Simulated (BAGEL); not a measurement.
# HF/6-31G(d) (density fitting with qzvpp-jkfit, spherical functions) run of BPN2H6 (SMILES NB(N)P)

Aim: the vertical ionisation energy of BPN2H6 at HF/6-31G* (density fitting with qzvpp-jkfit, spherical functions), from 2 runs. 

The results are computed with BAGEL 1.2.2.

1 further run of the same task is left out (set aside as unsound or not needed).

**1. The molecule**

BPN2H6: 10 atoms, total charge 0, spin state singlet. SMILES: `NB(N)P`. The shape is that of a GFN2-xTB optimisation.

Bond lengths: N1–B2 1.400 Å, B2–N3 1.398 Å, B2–P4 1.946 Å, N1–H5 1.004 Å, N1–H6 1.006 Å, N3–H7 1.006 Å, N3–H8 1.004 Å, P4–H9 1.387 Å, P4–H10 1.387 Å. Some angles: N1–B2–N3 120.8°, N1–B2–P4 120.6°, N3–B2–P4 118.6°, B2–N1–H5 123.5°, B2–N1–H6 123.3°, B2–N3–H7 123.8°, B2–N3–H8 123.0°, B2–P4–H9 95.2°, B2–P4–H10 95.2°, H5–N1–H6 113.1°.

**2. The energy at HF/6-31G(d) (density fitting with qzvpp-jkfit, spherical functions)**

Input file input.json:

```json
{ "bagel" : [

{
  "title" : "molecule",
  "basis" : "6-31gs.json",
  "df_basis" : "qzvpp-jkfit",
  "angstrom" : true,
  "geometry" : [
    { "atom" : "N", "xyz" : [   -1.081460,    0.235390,   -0.675310 ] },
    { "atom" : "B", "xyz" : [    0.054150,   -0.193590,    0.021190 ] },
    { "atom" : "N", "xyz" : [    0.349850,   -1.554780,    0.140430 ] },
    { "atom" : "P", "xyz" : [    1.256020,    1.095630,    0.846690 ] },
    { "atom" : "H", "xyz" : [   -1.332940,    1.201370,   -0.784150 ] },
    { "atom" : "H", "xyz" : [   -1.731320,   -0.394060,   -1.114120 ] },
    { "atom" : "H", "xyz" : [   -0.215520,   -2.286970,   -0.253700 ] },
    { "atom" : "H", "xyz" : [    1.155590,   -1.898420,    0.630940 ] },
    { "atom" : "H", "xyz" : [    1.296130,    1.948080,   -0.247040 ] },
    { "atom" : "H", "xyz" : [    0.249490,    1.847340,    1.435070 ] }
  ]
},
{ "title" : "hf" },
{ "title" : "print", "file" : "orbitals.molden", "orbitals" : true }

]}
```

The basis set 6-31G* is read from a file made from the Basis Set Exchange's data (not shown).

The run is started by

```console
BAGEL_NUM_THREADS=1 BAGEL input.json > input.out
```

The log of the run:

```text
* using 1 threads per process

  ===============================================================
  ===============================================================

  *** Geometry ***

  { "atom" : "N", "xyz" : [     -2.043663,      0.444823,     -1.276151 ] },
  { "atom" : "B", "xyz" : [      0.102329,     -0.365832,      0.040043 ] },
  { "atom" : "N", "xyz" : [      0.661121,     -2.938108,      0.265374 ] },
  { "atom" : "P", "xyz" : [      2.373534,      2.070441,      1.600012 ] },
  { "atom" : "H", "xyz" : [     -2.518892,      2.270260,     -1.481829 ] },
  { "atom" : "H", "xyz" : [     -3.271721,     -0.744665,     -2.105382 ] },
  { "atom" : "H", "xyz" : [     -0.407274,     -4.321747,     -0.479424 ] },
  { "atom" : "H", "xyz" : [      2.183749,     -3.587494,      1.192304 ] },
  { "atom" : "H", "xyz" : [      2.449331,      3.681338,     -0.466838 ] },
  { "atom" : "H", "xyz" : [      0.471468,      3.490967,      2.711889 ] },

  Number of auxiliary basis functions:      465

  Since a DF basis is specified, we compute 2- and 3-index integrals:
    o Being stored without compression. Storage requirement is 0.019 GB

  Number of basis functions:       72
  Number of electrons      :       40

    * METHOD: MOLECULE                             0.32

  *** RHF ***

  === Nuclear Repulsion ===
   150.5977190054

      * DIIS with orbital gradients will be used.

  === RHF iteration (6-31gs.json) ===
      0       -477.61164079          0.02501189           0.06
      1       -477.80640300          0.01250729           0.05
      2       -477.86403415          0.00181956           0.05
      3       -477.86591735          0.00025781           0.06
      4       -477.86596448          0.00007844           0.05
      5       -477.86597088          0.00001974           0.05
      6       -477.86597129          0.00000449           0.05
      7       -477.86597131          0.00000143           0.06
      8       -477.86597131          0.00000044           0.05
      9       -477.86597131          0.00000017           0.05
     10       -477.86597131          0.00000004           0.07
     11       -477.86597131          0.00000002           0.05
     12       -477.86597131          0.00000000           0.05
    * SCF iteration converged.

    * Permanent dipole moment:
           (    0.795349,     0.546397,     0.524559) a.u.

    * METHOD: HF                                   0.91

    * METHOD: PRINT                                0.01

  ===============================================================
```

It took 1.5 s on 1 thread of Intel Xeon Platinum 8259CL at 2.50GHz (Skylake/Cascade Lake), shared host; peak memory 0.1 GiB.

**3. The doublet cation, same level**

Input file hf.json:

```json
{ "bagel": [

{
  "title": "molecule",
  "basis": "6-31gs.json",
  "df_basis": "qzvpp-jkfit",
  "angstrom": true,
  "geometry": [
    { "atom": "N", "xyz": [      -1.081460,       0.235390,      -0.675310 ] },
    { "atom": "B", "xyz": [       0.054150,      -0.193590,       0.021190 ] },
    { "atom": "N", "xyz": [       0.349850,      -1.554780,       0.140430 ] },
    { "atom": "P", "xyz": [       1.256020,       1.095630,       0.846690 ] },
    { "atom": "H", "xyz": [      -1.332940,       1.201370,      -0.784150 ] },
    { "atom": "H", "xyz": [      -1.731320,      -0.394060,      -1.114120 ] },
    { "atom": "H", "xyz": [      -0.215520,      -2.286970,      -0.253700 ] },
    { "atom": "H", "xyz": [       1.155590,      -1.898420,       0.630940 ] },
    { "atom": "H", "xyz": [       1.296130,       1.948080,      -0.247040 ] },
    { "atom": "H", "xyz": [       0.249490,       1.847340,       1.435070 ] }
  ]
},

{ "title": "uhf", "charge": 1, "nopen": 1 },

{ "title": "print", "file": "orbitals.molden", "orbitals": true }

]}
```

The basis set 6-31G* is read from a file made from the Basis Set Exchange's data (not shown).

The run is started by

```console
BAGEL_NUM_THREADS=1 BAGEL hf.json > hf.out
```

The log of the run:

```text
* using 1 threads per process

  ===============================================================
  ===============================================================

  *** Geometry ***

  { "atom" : "N", "xyz" : [     -2.043663,      0.444823,     -1.276151 ] },
  { "atom" : "B", "xyz" : [      0.102329,     -0.365832,      0.040043 ] },
  { "atom" : "N", "xyz" : [      0.661121,     -2.938108,      0.265374 ] },
  { "atom" : "P", "xyz" : [      2.373534,      2.070441,      1.600012 ] },
  { "atom" : "H", "xyz" : [     -2.518892,      2.270260,     -1.481829 ] },
  { "atom" : "H", "xyz" : [     -3.271721,     -0.744665,     -2.105382 ] },
  { "atom" : "H", "xyz" : [     -0.407274,     -4.321747,     -0.479424 ] },
  { "atom" : "H", "xyz" : [      2.183749,     -3.587494,      1.192304 ] },
  { "atom" : "H", "xyz" : [      2.449331,      3.681338,     -0.466838 ] },
  { "atom" : "H", "xyz" : [      0.471468,      3.490967,      2.711889 ] },

  Number of auxiliary basis functions:      465

  Since a DF basis is specified, we compute 2- and 3-index integrals:
    o Being stored without compression. Storage requirement is 0.019 GB

  Number of basis functions:       72
  Number of electrons      :       40

    * METHOD: MOLECULE                             0.31

  *** Open-shell HF ***

  === Nuclear Repulsion ===
   150.5977190054

      * DIIS with orbital gradients will be used.

  === UHF iteration (6-31gs.json) ===
      0       -477.29259109          0.04966257           0.11
      1       -477.49874431          0.02615110           0.11
      2       -477.54598464          0.01407844           0.11
      3       -477.56399838          0.00133987           0.11
      4       -477.56448686          0.00034763           0.10
      5       -477.56452636          0.00013961           0.11
      6       -477.56454351          0.00004980           0.11
      7       -477.56454737          0.00002904           0.11
      8       -477.56454885          0.00002041           0.11
      9       -477.56454986          0.00001118           0.11
     10       -477.56455008          0.00000505           0.11
     11       -477.56455012          0.00000227           0.10
     12       -477.56455014          0.00000117           0.10
     13       -477.56455015          0.00000061           0.11
     14       -477.56455015          0.00000029           0.12
     15       -477.56455015          0.00000014           0.11
     16       -477.56455015          0.00000007           0.11
     17       -477.56455015          0.00000004           0.11
     18       -477.56455015          0.00000003           0.10
     19       -477.56455015          0.00000002           0.10
     20       -477.56455015          0.00000001           0.10
    * SCF iteration converged.

    * S^2 (UHF) is 0.7575

    * Permanent dipole moment:
           (   -0.598690,    -0.718331,    -0.417988) a.u.

    * METHOD: UHF                                  2.43

    * METHOD: PRINT                                0.01

  ===============================================================
```

Run time: 3 s. Hardware: 1 thread of Intel Xeon Platinum 8259CL at 2.50GHz (Skylake/Cascade Lake), shared host; peak memory 0.099 GiB.

**4. Outcome**

At HF/6-31G* (density fitting with qzvpp-jkfit, spherical functions):

| quantity | value |
| --- | --- |
| singlet BPN2H6: total energy | -477.86597 Eh |
| singlet BPN2H6: dipole moment | 2.79 D |
| singlet BPN2H6: HOMO energy | -9.43 eV |
| singlet BPN2H6: LUMO energy | 4.62 eV |
| singlet BPN2H6: HOMO–LUMO gap | 14.06 eV |
| doublet cation: total energy | -477.56455 Eh |
| doublet cation: ⟨S²⟩ | 0.757 |
| vertical ionisation energy (to the doublet cation) | 8.202 eV |

**Reading.** Removing an electron at fixed nuclei costs 8.20 eV (791 kJ/mol). The negative HOMO energy of the first species, 9.43 eV, lies 1.23 eV above that difference.
